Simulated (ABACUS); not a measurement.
**NiMoIrPdW in ABACUS: the effect of fixed moment**

Crystal: NiMoIrPdW.

```
Ir W Pd Mo Ni
1.0
     2.34460   -1.43138    0.00906
     2.34460    1.43138    0.00906
    -2.20600    0.00000   10.92374
Ir W Pd Mo Ni
1 1 1 1 1
Direct
  0.74982 0.74982 0.10802
  0.68673 0.68673 0.69406
  0.24733 0.24733 0.49061
  0.31773 0.31773 0.91207
  0.49838 0.49838 0.29525
```

The cell was built by a generator and needn't be a form met in nature.

Alike in all runs:

- Program: ABACUS 3.10.1
- Task: single point
- Functional: PBE
- Potentials or basis: PseudoDojo NC SR 0.4.1 PBE standard
- Cutoff: 1361 eV
- Density cutoff: 5442 eV
- Basis: DZP LCAO (the cutoffs set its grid)
- k mesh: 8 × 8 × 2
- Occupations: fermi-dirac, width 0.05 eV
- Spin: collinear spin, ferromagnetic start
- Starting moments: [0.6, 0.0, 0.0, 1.0, 1.0] μB

| fixed moment | energy over the lowest run (meV/atom) | pressure (GPa) | largest force (eV/Å) |
| --- | --- | --- | --- |
| 0.5 | 0.0 | 0.6 | 0.13 |
| 1 | 11.6 | 1.1 | 0.16 |
| 1.5 | 27.7 | 1.7 | 0.21 |
| 2 | 48.4 | 2.2 | 0.25 |
| 2.5 | 75.7 | 2.9 | 0.33 |
| 3 | ? | ? | ? |

Problem. What does the run with fixed moment 3 give?

Solution. Energy over the lowest run 111.2 meV/atom; pressure 3.7 GPa; largest force 0.52 eV/Å.

Worked out: A parabola through the other rows of the energy over the lowest run, of slope 68.5 meV/atom per unit of fixed moment there, extrapolates to 107.1 meV/atom, against the run's 111.2. A straight line through the other rows of the pressure, of slope 1.14 GPa per unit of fixed moment, extrapolates to 3.4 GPa, against the run's 3.7. A parabola through the other rows of the largest force, of slope 0.175 eV/Å per unit of fixed moment there, extrapolates to 0.41 eV/Å, against the run's 0.52.

Caveats: the atomic orbitals were generated for these runs and aren't a published set; this set's palladium file may shift the pressure by some GPa; the basis of atomic orbitals isn't converged, which shifts pressures, moduli and gaps; the total moment is fixed, so each spin has its own Fermi level; the moment is held away from its start (some runs).
